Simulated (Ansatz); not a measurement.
# C3H8P2Si: the cost of one run

All numbers are computed with Ansatz 0.2.0 through its Python package. Level of theory: r2SCAN/def2-SVP.

### Step 1. The structure

Bond lengths: C1–C2 1.463 Å, C2–C3 1.201 Å, C3–Si4 1.863 Å, Si4–P5 2.212 Å, Si4–P6 2.212 Å, C1–H7 1.094 Å, C1–H8 1.094 Å, C1–H9 1.094 Å, Si4–H10 1.482 Å, P5–H11 1.414 Å, P5–H12 1.414 Å, P6–H13 1.414 Å, P6–H14 1.414 Å. Angles (14 of 20 angles, heavy atoms first): C1–C2–C3 179.8°, C2–C3–Si4 179.7°, C3–Si4–P5 109.0°, C3–Si4–P6 108.5°, P5–Si4–P6 108.6°, C2–C1–H7 110.8°, C2–C1–H8 110.8°, C2–C1–H9 110.8°, C3–Si4–H10 111.8°, P5–Si4–H10 109.2°, P6–Si4–H10 109.7°, Si4–P5–H11 97.1°, Si4–P5–H12 97.2°, Si4–P6–H13 97.0°.

The script holds or builds the structure itself.

### Step 2. The script

c3h8p2si_deck.py reads:

```python
"""Run C3H8P2Si from an input written out key by key."""

import ansatz as az

deck = {
    "crystal": {
        "periodic": [False, False, False],
        "atoms": [
            {"symbol": "C", "position_ang": [2.9184, -1.0485, 0.2274]},
            {"symbol": "C", "position_ang": [1.5826, -0.4999, -0.0101]},
            {"symbol": "C", "position_ang": [0.4855, -0.0492, -0.2017]},
            {"symbol": "Si", "position_ang": [-1.2189, 0.6457, -0.4921]},
            {"symbol": "P", "position_ang": [-1.7216, 2.0323, 1.1559]},
            {"symbol": "P", "position_ang": [-2.6689, -1.0246, -0.4758]},
            {"symbol": "H", "position_ang": [3.2082, -1.7291, -0.5788]},
            {"symbol": "H", "position_ang": [2.9485, -1.6049, 1.169]},
            {"symbol": "H", "position_ang": [3.6633, -0.2489, 0.2813]},
            {"symbol": "H", "position_ang": [-1.3066, 1.3707, -1.7822]},
            {"symbol": "H", "position_ang": [-0.8536, 3.0806, 0.774]},
            {"symbol": "H", "position_ang": [-2.8742, 2.5987, 0.5651]},
            {"symbol": "H", "position_ang": [-2.2082, -1.6399, 0.7109]},
            {"symbol": "H", "position_ang": [-1.9544, -1.8828, -1.3429]},
        ],
    },
    "basis": {
        "gaussian": {
            "orbitals": "def2-SVP",
            "point_charges": [{"charge": 0.5, "position_ang": [0.0, 0.0, 3.67]}],
        },
    },
    "hamiltonian": {"xc": "r2scan"},
}
session = az.Session.from_dict(deck)
report = session.plan(threads=1).execute().report

print("reference energy %16.6f eV" % report["reference_energy_ev"])
print("total energy     %16.6f eV" % report["free_energy_ev"])
print("occupied orbitals outside the frozen core (up, down):", report["n_occupied"], " frozen:", report["n_frozen"], " virtual:", report["n_virtual"])
symbols = ["C", "C", "C", "Si", "P", "P", "H", "H", "H", "H", "H", "H", "H", "H"]
state = report["mean_field"]["state"]
print(f"mean field: {state['energy']['hartree']:.7f} Ha, <S^2> = {abs(state['spin_squared']):.4f}, stability: {state.get('stability', {}).get('kind')}")
```

### Step 3. Running it

The run is started by

```console
> python c3h8p2si_deck.py
```

What time and memory should one allow on 1 thread of Arm Neoverse V1, shared host?

About 9.2 s, with a peak of 0.25 GiB.
